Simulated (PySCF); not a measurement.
# C2H5NO2Si2: the cost of one run

Programs: PySCF 2.14.0, with density-fitted response routines of our own. Each step states its level of theory. These are calculated values for one molecule in the gas phase, unless marked as measured. Atoms count from 0, in the outputs and in this text.

## Step 1: The molecule as given

12 atoms, charge 0, multiplicity 1; geometry from: GFN2-xTB. The atoms were then displaced at random by about 0.01 Å, so the start is not that level's minimum.

Bonds of the start (Å): N0–C1 1.13, C1–Si2 1.86, Si2–C3 1.93, C3–O4 1.39, O4–Si5 1.64, Si5–O6 1.65, O6–Si2 1.65, Si2–H7 1.46, C3–H8 1.07, C3–H9 1.12, Si5–H10 1.44, Si5–H11 1.46.

## Step 2: Relaxing the molecule at PBE0-D3(BJ)/def2-SVP

What the job is given:

```
{"job": {"xc": "PBE0", "basis": "def2-SVP", "d3": "d3bj", "grid": 1, "shake": 0.01, "kind": "geom"}, "charge": 0, "multiplicity": 1}
N     -3.282080     0.328700     1.262760
C     -2.280350     0.554580     0.795840
Si    -0.646180     0.928150    -0.001180
C     -0.117130    -0.463500    -1.231030
O      1.052990    -1.044220    -0.757320
Si     1.657540    -0.523890     0.670120
O      0.576890     0.655250     1.064970
H     -0.532740     2.297250    -0.502470
H      0.034240    -0.095960    -2.221510
H     -0.899530    -1.265180    -1.288580
H      2.924260     0.138650     0.486070
H      1.551780    -1.538090     1.713300
```

Launch:

```bash
$ OMP_NUM_THREADS=1 python probes_run.py task.json out
```

This one command runs all jobs of the session in turn.

**Question.** How long does this first job take on 1 thread of Arm Neoverse V2, shared host, and how much memory does it need?

About 57 s, with a peak of 0.52 GiB.
